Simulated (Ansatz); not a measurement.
This was printed by a script on Ansatz's Python interface, for a check of PAW against all-electron LAPW of SiC, space group F-43m. What did the script look like? Use (first run): LDA, PAW, the default cutoff (420 eV here), 8×8×8 k-points, fixed occupations.

```
Si C
1.0
     0.00000    2.17900    2.17900
     2.17900    0.00000    2.17900
     2.17900    2.17900    0.00000
Si C
1 1
Cartesian
  0.0000 0.0000 0.0000
  1.0895 1.0895 1.0895
```

Running `python paw_lapw_sic.py` prints:
```text
DeckWarning: basis.ecutwfc = 420 eV, auto-derived from the records' recommended cutoffs: set by Si (normal level)
PAW levels at the first k-point near E_F: [-0. -0.  0.]
LAPW levels at the first k-point near E_F: [-0. -0.  0.]
treatment      electrons in bands    P GPa    gap by band count eV
PAW                        8.0000  -4.4269                  1.3162
LAPW                      18.0000  -4.4399                  1.3157
```
(Warnings from the package without file and line.)

The script that was run (others could print the same):

`paw_lapw_sic.py`
```python
'''PAW against all-electron LAPW for SiC.'''

import ansatz
import numpy as np
from tabulate import tabulate

SETTINGS = {
    'xc': 'lda',
    'occupations': 'fixed',
}


def count_gap(report):
    # lowest empty less highest filled band, counting bands; zero where they overlap
    return max(report.get('gap_by_band_count_ev') or 0.0, 0.0)

cell = (
    ansatz.Lattice.of([0.0, 2.179, 2.179], [2.179, 0.0, 2.179], [2.179, 2.179, 0.0])
    .atom('Si', [0.0, 0.0, 0.0])
    .atom('C', [0.25, 0.25, 0.25])
)

calculation = (
    cell.calculation()
    .functional(SETTINGS['xc'])
    .kpoints(8, center='gamma')
    .occupations(SETTINGS['occupations'])
    .stress()
    .forces()
    .band_table()
)
variants = {
    'PAW': calculation.pseudopotentials('paw'),
    'LAPW': calculation.pseudopotentials('all_electron', lapw=True),
}
# totals differ by the cores that each treatment holds, so compare what does not depend on them
rows = []
for label, variant in variants.items():
    data = variant.run().report
    levels = np.array(data['eigenvalues_ev'][0]) - data['fermi_energy_ev']
    print(label, 'levels at the first k-point near E_F:', np.round(levels[np.abs(levels) < 5], 3))
    rows.append((label, data['n_electrons'], np.trace(data['stress_gpa']) / 3, count_gap(data)))
print(tabulate(rows, headers=['treatment', 'electrons in bands', 'P GPa', 'gap by band count eV'], floatfmt='.4f', tablefmt='plain'))
```

PAW gives -4.427 GPa and LAPW -4.440 GPa, 0.013 GPa apart. They took 0.6 and 5.7 s of processor time.

Notes:
- Semilocal gaps usually lie well under measured ones.
- Under fixed occupations the level called the Fermi level is the highest filled one on the SCF mesh; off the mesh a filled band can lie a little above it.
- The structure is a deposited one; some such entries were measured under pressure or heat, so a shift against it needn't be the functional's error alone.
- Gaps and levels are Kohn-Sham values on a finite set of k-points.
- Pressure is positive in compression; the treatments may keep other shells as core, so totals and counts of electrons can differ.
- The whole script took 6.9 s on 1 thread of Arm Neoverse V2, on a shared host, peak memory 0.39 GiB.
